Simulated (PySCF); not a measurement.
# H9N3Tl (Tl(NH3)33+): the cost of one run

Method: PBE0, Tl def2-SVP with ECP60, N def2-SVP, H def2-SVP; scalar-relativistic core potentials, no spin–orbit coupling; program: PySCF 2.14.0.

1 further run of the same task is left out (for a known fault of the program).

## 1. The system as given

13 atoms, charge 3, spin multiplicity 1.

Bond lengths: Tl1–N2 2.263 Å, Tl1–N6 2.263 Å, Tl1–N10 2.263 Å, N2–H3 1.037 Å, N2–H4 1.037 Å, N2–H5 1.036 Å, N6–H7 1.037 Å, N6–H8 1.037 Å, N6–H9 1.036 Å, N10–H11 1.037 Å, N10–H12 1.037 Å, N10–H13 1.036 Å. Angles: N2–Tl1–N6 120.0°, N2–Tl1–N10 120.0°, N6–Tl1–N10 120.0°, Tl1–N2–H3 111.7°, Tl1–N2–H4 111.7°, Tl1–N2–H5 112.1°, H3–N2–H4 107.1°, H3–N2–H5 107.0°, H4–N2–H5 107.0°, Tl1–N6–H7 111.7°, Tl1–N6–H8 111.7°, Tl1–N6–H9 112.1°, H7–N6–H8 107.1°, H7–N6–H9 107.0°, H8–N6–H9 107.0°, Tl1–N10–H11 111.7°, Tl1–N10–H12 111.7°, Tl1–N10–H13 112.1° and more.

As a file:

```
Tl    0.0000    0.0000    0.0000
N     2.2631    0.0015    0.0000
H     2.6470   -0.4806    0.8343
H     2.6470   -0.4806   -0.8343
H     2.6524    0.9618    0.0000
N    -1.1329    1.9591    0.0000
H    -0.9073    2.5327    0.8343
H    -0.9073    2.5327   -0.8343
H    -2.1591    1.8161    0.0000
N    -1.1302   -1.9607    0.0000
H    -1.7397   -2.0521    0.8343
H    -1.7397   -2.0521   -0.8343
H    -0.4932   -2.7779    0.0000
```

Formal oxidation states: Tl +3. An earlier session relaxed this geometry at PBE0, Tl def2-SVP with ECP60, N def2-SVP, H def2-SVP (singlet, point group C3h).

Its energy there is -340.650317 Eh.

## 2. One electron removed, multiplicity 2

run.py (the lines that set the calculation) reads:

```python
mol = gto.M(atom='''
Tl     0.00000     0.00000     0.00000
N      2.26309     0.00152     0.00000
H      2.64700    -0.48062     0.83426
H      2.64700    -0.48062    -0.83426
H      2.65235     0.96184     0.00000
N     -1.13286     1.95914     0.00000
H     -0.90727     2.53267     0.83426
H     -0.90727     2.53267    -0.83426
H     -2.15915     1.81608     0.00000
N     -1.13023    -1.96066     0.00000
H     -1.73972    -2.05206     0.83426
H     -1.73972    -2.05206    -0.83426
H     -0.49320    -2.77792     0.00000''',
    basis={'Tl': 'def2-SVP', 'N': 'def2-SVP', 'H': 'def2-SVP'},
    ecp={'Tl': 'def2-SVP'},
    charge=4, spin=1)
mf = dft.UKS(mol, xc='PBE0')
mf.grids.atom_grid = (50, 194)
mf = mf.density_fit()  # fitting sets: Tl def2-universal-JKFIT, N def2-universal-JKFIT, H def2-universal-JKFIT
mf.conv_tol = 1e-08; mf.max_cycle = 55
mf.kernel(dm0)  # dm0: the density of the relaxed state
```

Run with:

```bash
> OMP_NUM_THREADS=2 python run.py
```

**Question.** How long does this run take on 2 threads of Arm Neoverse V2, shared host?

About 6.3 s.
